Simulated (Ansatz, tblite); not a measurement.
**The cluster Ag9+: competing shapes**

The task here is to estimate one member of a computed series from the others.

The runs use Ansatz 0.2.0, Gaussian basis; relaxed with r2SCAN-D4/def2-SVP, singlet.

5 further runs of the same task are left out: 2 that didn't finish, 3 set aside as unsound or not needed. Runs told in other sessions of the task aren't counted.

**The starting structure**

9 atoms, charge 1, spin multiplicity 1.

Atoms are counted from 1 here; the program's logs count them from 0.

Bond lengths: Ag1–Ag2 2.971 Å, Ag1–Ag3 2.838 Å, Ag1–Ag4 2.873 Å, Ag1–Ag5 2.843 Å, Ag1–Ag6 2.881 Å, Ag1–Ag8 2.788 Å, Ag1–Ag9 2.740 Å, Ag2–Ag3 2.844 Å, Ag2–Ag4 2.882 Å, Ag2–Ag5 2.836 Å, Ag2–Ag6 2.866 Å, Ag2–Ag7 2.737 Å, Ag2–Ag8 2.786 Å, Ag3–Ag6 2.838 Å, Ag3–Ag8 2.845 Å, Ag4–Ag5 2.835 Å, Ag4–Ag6 2.887 Å, Ag4–Ag7 2.825 Å and more. Angles: Ag2–Ag1–Ag3 58.6°, Ag2–Ag1–Ag4 59.1°, Ag2–Ag1–Ag5 58.3°, Ag2–Ag1–Ag6 58.6°, Ag2–Ag1–Ag8 57.8°, Ag2–Ag1–Ag9 108.4°, Ag3–Ag1–Ag4 108.4°, Ag3–Ag1–Ag5 109.2°, Ag3–Ag1–Ag6 59.5°, Ag3–Ag1–Ag8 60.8°, Ag3–Ag1–Ag9 113.4°, Ag4–Ag1–Ag5 59.5°, Ag4–Ag1–Ag6 60.2°, Ag4–Ag1–Ag8 108.2°, Ag4–Ag1–Ag9 60.4°, Ag5–Ag1–Ag6 107.8°, Ag5–Ag1–Ag8 60.7°, Ag5–Ag1–Ag9 113.8° and more.

As a file:

```xyz
9

Ag   -0.35038   -0.19571    1.55325
Ag   -0.42886   -0.70331   -1.37326
Ag    0.91145   -2.46643    0.41019
Ag   -0.19174    1.97091   -0.32637
Ag   -2.60619    0.51541   -0.02467
Ag    2.00011    0.10687   -0.08503
Ag    1.21664    1.09726   -2.61388
Ag   -1.92181   -2.20810    0.43470
Ag    1.37078    1.88312    2.02508
```

Ag takes a core potential in the def2 sets. No spin-orbit coupling is included. The ion is computed in the gas phase, without counter-ions or solvent.

A search from random starts with GFN1-xTB found 11 distinct shapes; 3 go on here. The structure above is candidate A, which lies 0.00 eV above the lowest at that level; B lies 0.03 eV above the lowest at that level; C lies 0.12 eV above the lowest at that level.

Set-up of the first run:

The input, in.yaml:

```yaml
crystal:
  periodic: [false, false, false]
  atoms:
    - {symbol: Ag, position_ang: [-0.350380, -0.195710, 1.553250]}
    - {symbol: Ag, position_ang: [-0.428860, -0.703310, -1.373260]}
    - {symbol: Ag, position_ang: [0.911450, -2.466430, 0.410190]}
    - {symbol: Ag, position_ang: [-0.191740, 1.970910, -0.326370]}
    - {symbol: Ag, position_ang: [-2.606190, 0.515410, -0.024670]}
    - {symbol: Ag, position_ang: [2.000110, 0.106870, -0.085030]}
    - {symbol: Ag, position_ang: [1.216640, 1.097260, -2.613880]}
    - {symbol: Ag, position_ang: [-1.921810, -2.208100, 0.434700]}
    - {symbol: Ag, position_ang: [1.370780, 1.883120, 2.025080]}
basis:
  gaussian: {orbitals: def2-SVP}
total_charge: 1
hamiltonian: {xc: r2scan, dispersion: d4}
scf: {lower_state_search: "off"}
output: {orbitals: {seedname: orbitals}}
relax: {f_tol: 0.02, max_steps: 100}
```

Launch:

```console
$ ansatz run in.yaml --threads 4 --pin off --events-out ev --progress --plain --max-ram 8704MiB
```

Among the steps run: Relaxing candidate A; Relaxing candidate B; Relaxing candidate C; Candidate B, PBE0-D4/def2-TZVP; Candidate B, PBE-D4/def2-TZVP; Candidate B, r2SCAN-D4/def2-TZVP; Candidate B, CAM-B3LYP-D4/def2-TZVP; Candidate B, B3LYP-D4/def2-TZVP; Candidate B, MP2/def2-SVP; Candidate C, PBE0-D4/def2-TZVP; Candidate C, PBE-D4/def2-TZVP; Candidate C, r2SCAN-D4/def2-TZVP; Candidate C, CAM-B3LYP-D4/def2-TZVP; Candidate C, B3LYP-D4/def2-TZVP; Candidate C, MP2/def2-SVP.

One table of the session follows, with a row left open; its other results are not shown here.

It belongs to the step «C against A». 

| level | C above A (eV) |
| --- | --- |
| GFN1-xTB | +0.134 |
| GFN2-xTB | +0.144 |
| HF/def2-SVP | +0.238 |
| PBE-D4/def2-TZVP | +0.207 |
| r2SCAN-D4/def2-TZVP | ? |
| B3LYP-D4/def2-TZVP | +0.209 |
| PBE0-D4/def2-TZVP | +0.230 |
| CAM-B3LYP-D4/def2-TZVP | +0.243 |
| MP2/def2-SVP | +0.223 |

**Question.** Estimate the row for r2SCAN-D4/def2-TZVP.

The run gave: C above A (eV): +0.205. In the column «C above A (eV)» it lies between GFN2-xTB (+0.144) and PBE-D4/def2-TZVP (+0.207).

Caveats from the session: The search was small, so a lower isomer may exist. Only singlets are compared; another spin may lie lower and prefer another shape.
